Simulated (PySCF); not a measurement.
# BP86/6-31G(d,p) (spherical functions) run of CH3FGeO (SMILES F[CH]1[O][GeH2]1)

Aim: the vertical ionisation energy of CH3FGeO at BP86/6-31G** (spherical functions), from 2 runs. The job is set up through a Python script.

The calculation is run with PySCF 2.14.0.

## (1) The structure to begin with

CH3FGeO has 7 atoms, charge 0, and is taken as a singlet. SMILES: `F[CH]1[O][GeH2]1`. The shape is that of a PBE0-D4/def2-TZVP optimisation.

Bond lengths: F1–C2 1.359 Å, C2–O3 1.361 Å, C2–Ge4 1.924 Å, O3–Ge4 1.867 Å, C2–H5 1.092 Å, Ge4–H6 1.528 Å, Ge4–H7 1.525 Å. Some angles: F1–C2–O3 114.5°, F1–C2–Ge4 119.4°, O3–C2–Ge4 66.8°, C2–O3–Ge4 71.2°, C2–Ge4–O3 42.0°, F1–C2–H5 108.9°, O3–C2–H5 117.1°, Ge4–C2–H5 124.0°, C2–Ge4–H6 122.8°, C2–Ge4–H7 119.4°.

## (2) The energy at BP86/6-31G(d,p) (spherical functions)

The input, geometry.xyz:

```xyz
7
CH3FGeO
F      0.620300    -1.843500     0.496800
C      0.422600    -0.512700     0.688900
O      1.164100     0.290200    -0.122100
Ge    -0.637600     0.477700    -0.574100
H      0.452300    -0.300800     1.759600
H     -1.088200     1.916400    -0.327200
H     -0.872300    -0.095400    -1.967600
```

The input, input.py:

```python
# F[CH]1[O][GeH2]1
from pyscf import gto, dft

mol = gto.M(
    atom='geometry.xyz',
    basis='6-31g**',
    spin=0,
    max_memory=1860,
    verbose=3,
)

mf = dft.RKS(mol, xc='bp86')
mf.grids.level = 4
mf.conv_tol = 1e-10
mf.kernel()
if not mf.converged:
    mf = mf.newton().run(mf.mo_coeff, mf.mo_occ)

e_tot = mf.e_tot
print('E = %.10f Eh' % e_tot)
```

On the command line:

```bash
OMP_NUM_THREADS=1 python input.py
```

The program printed:

```text
converged SCF energy = -2291.90932155747
E = -2291.9093215575 Eh
```

Wall time 14 s (1 thread of Arm Neoverse V2, shared host); peak memory 0.46 GiB.

## (3) The doublet cation at the same level

The input, run.py:

```python
from pyscf import gto, dft

system = gto.M(
    atom='''
F      0.620300    -1.843500     0.496800
C      0.422600    -0.512700     0.688900
O      1.164100     0.290200    -0.122100
Ge    -0.637600     0.477700    -0.574100
H      0.452300    -0.300800     1.759600
H     -1.088200     1.916400    -0.327200
H     -0.872300    -0.095400    -1.967600
''',
    spin=1,
    charge=1,
    verbose=3,
    max_memory=1860,
    basis='6-31g**',
)

mf = dft.UKS(system)
mf.xc = 'bp86'
mf.conv_tol = 1e-10
mf.grids.level = 4
mf.kernel()
if not mf.converged:
    mf = mf.newton().run(mf.mo_coeff, mf.mo_occ)

etot = mf.e_tot
print('E = %.10f Eh' % etot)
```

On the command line:

```bash
OMP_NUM_THREADS=1 python run.py
```

The program printed:

```text
WARN: HOMO -0.274956064431257 >= LUMO -0.27495606443126

converged SCF energy = -2291.56616605261  <S^2> = 0.75148996  2S+1 = 2.0014894
E = -2291.5661660526 Eh
```

Run time: 26 s. Hardware: 1 thread of Arm Neoverse V2, shared host; peak memory 0.47 GiB.

## (4) Summary of results

At BP86/6-31G** (spherical functions):

```
                                          quantity           value
                     singlet CH3FGeO: total energy  -2291.90932 Eh
                    singlet CH3FGeO: dipole moment          2.23 D
                      singlet CH3FGeO: HOMO energy        -5.93 eV
                      singlet CH3FGeO: LUMO energy        -1.82 eV
                    singlet CH3FGeO: HOMO–LUMO gap         4.11 eV
                      doublet cation: total energy  -2291.56617 Eh
doublet cation: HOMO energy (highest over α and β)       -13.68 eV
 doublet cation: LUMO energy (lowest over α and β)       -12.77 eV
                              doublet cation: ⟨S²⟩           0.751
vertical ionisation energy (to the doublet cation)        9.338 eV
```

In words: The vertical ionisation energy comes to 9.34 eV (901 kJ/mol). −ε(HOMO) before ionisation, 5.93 eV, is 3.41 eV below this ionisation energy. Mulliken charges (singlet CH3FGeO) run from -0.46 on O3 to +0.46 on C2. Mulliken charges (doublet cation) run from -0.29 on O3 to +0.48 on C2.
